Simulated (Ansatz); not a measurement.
This was printed by a script on the Ansatz DFT code, driven from Python, for a geometry optimisation of C2H9GaS, SMILES C[S+](C)[GaH3-]. What did the script look like? Level of theory: r2SCAN, def2-SVP basis, multiplicity 1.

```xyz
13

C    -0.2526    1.5172   -0.7581
S     0.3929   -0.0648   -0.5818
C     1.5739   -0.0475    0.7074
Ga   -1.1455   -1.5026   -0.0849
H     0.5053    2.2762   -1.0394
H    -0.7897    1.8851    0.1765
H    -1.0261    1.5512   -1.5816
H     1.1629    0.2702    1.6671
H     2.4165    0.6880    0.5127
H     2.0430   -1.0625    0.8563
H    -0.9308   -2.1676    1.3803
H    -2.6137   -0.7348   -0.0230
H    -1.3157   -2.6428   -1.2168
```

Running `python run_opt.py` prints:
```text
step   1  E = -65418.769137 eV  max force 3.7402 eV/A
step   2  E = -65419.594711 eV  max force 1.5044 eV/A
step   3  E = -65419.800397 eV  max force 0.3781 eV/A
step   4  E = -65419.831955 eV  max force 0.2158 eV/A
step   5  E = -65419.847057 eV  max force 0.1185 eV/A
step   6  E = -65419.851717 eV  max force 0.0522 eV/A
step   7  E = -65419.850916 eV  max force 0.0715 eV/A
step   8  E = -65419.853012 eV  max force 0.0228 eV/A
step   9  E = -65419.853135 eV  max force 0.0110 eV/A
step  10  E = -65419.853178 eV  max force 0.0029 eV/A
E = -65419.853190 eV = -2404.1352616 Ha
converged: True  doubts: none
bond        before    after (A)
C0-S1        1.7177   1.8123
C0-H4        1.1089   1.0998
C0-H5        1.1390   1.0995
C0-H6        1.1303   1.0984
S1-C2        1.7485   1.8123
S1-Ga3       2.1635   2.5325
C2-H7        1.0913   1.0995
C2-H8        1.1353   1.0998
C2-H9        1.1280   1.0984
Ga3-H10      1.6233   1.5762
Ga3-H11      1.6580   1.5761
Ga3-H12      1.6156   1.5685
dipole moment 4.653 D
Mulliken: [('C', -0.124), ('S', -0.132), ('C', -0.124), ('Ga', 0.195), ('H', 0.09), ('H', 0.102), ('H', 0.108), ('H', 0.102), ('H', 0.09), ('H', 0.108), ('H', -0.147), ('H', -0.147), ('H', -0.119)]
```

The script that was run (others could print the same):

Script `run_opt.py`:
```python
"""Minimum-energy structure of C2H9GaS."""

import ansatz as az
import numpy as np

GEOMETRY = """
C    -0.25260    1.51720   -0.75810
S     0.39290   -0.06480   -0.58180
C     1.57390   -0.04750    0.70740
Ga   -1.14550   -1.50260   -0.08490
H     0.50530    2.27620   -1.03940
H    -0.78970    1.88510    0.17650
H    -1.02610    1.55120   -1.58160
H     1.16290    0.27020    1.66710
H     2.41650    0.68800    0.51270
H     2.04300   -1.06250    0.85630
H    -0.93080   -2.16760    1.38030
H    -2.61370   -0.73480   -0.02300
H    -1.31570   -2.64280   -1.21680
"""

mol = az.Crystal.molecule()
for line in GEOMETRY.strip().splitlines():
    symbol, *xyz = line.split()
    mol = mol.atom(symbol, [float(v) for v in xyz])

model = (
    mol.calculation()
    .basis(gaussian="def2-SVP")
    .functional("r2scan")
)
symbols = [site.symbol for site in mol.cartesian_sites]
start = np.array([site.position_ang for site in mol.cartesian_sites], dtype=float)
def progress(event):
    if event["event"] == "relax_step":
        row = event["data"]
        print(f"step {row['step']:3d}  E = {row['lagrangian_ev']:.6f} eV  max force {row['allowed_force_max_ev_ang']:.4f} eV/A")


data = model.relax(force_tolerance=0.005, max_steps=100).session().plan().execute(on_event=progress).report
end = np.array(data["positions_ang"])

print(f"E = {data['free_energy_ev']:.6f} eV = {data['free_energy_ev'] / 27.211386246:.7f} Ha")
print("converged:", data["converged"], " doubts:", data["published_state_doubts"] or "none")

print("bond        before    after (A)")
for i, j in [(0, 1), (0, 4), (0, 5), (0, 6), (1, 2), (1, 3), (2, 7), (2, 8), (2, 9), (3, 10), (3, 11), (3, 12)]:
    d0, d1 = (np.linalg.norm(xyz[i] - xyz[j]) for xyz in (start, end))
    print(f"{symbols[i]}{i}-{symbols[j]}{j}".ljust(10), f"{d0:8.4f} {d1:8.4f}")

charges = data["charge_distribution"]
print("dipole moment", round(4.803205 * float(np.linalg.norm(charges["dipole_moment_e_ang"])), 3), "D")
print("Mulliken:", [(s, round(q, 3)) for s, q in zip(symbols, charges["mulliken_charges_e"])])
```

What to keep in mind:
- Total energies depend on the basis set; only differences at equal settings carry meaning.
- The end point is the stationary point reached from this start; no frequency run checks that it is a minimum, and the basis set is modest.
- It ran for 110 s on 1 thread of Arm Neoverse V2, with other jobs on the host, peak memory 0.27 GiB.

(Lines on the test bed's own set-up are left out of the output.)
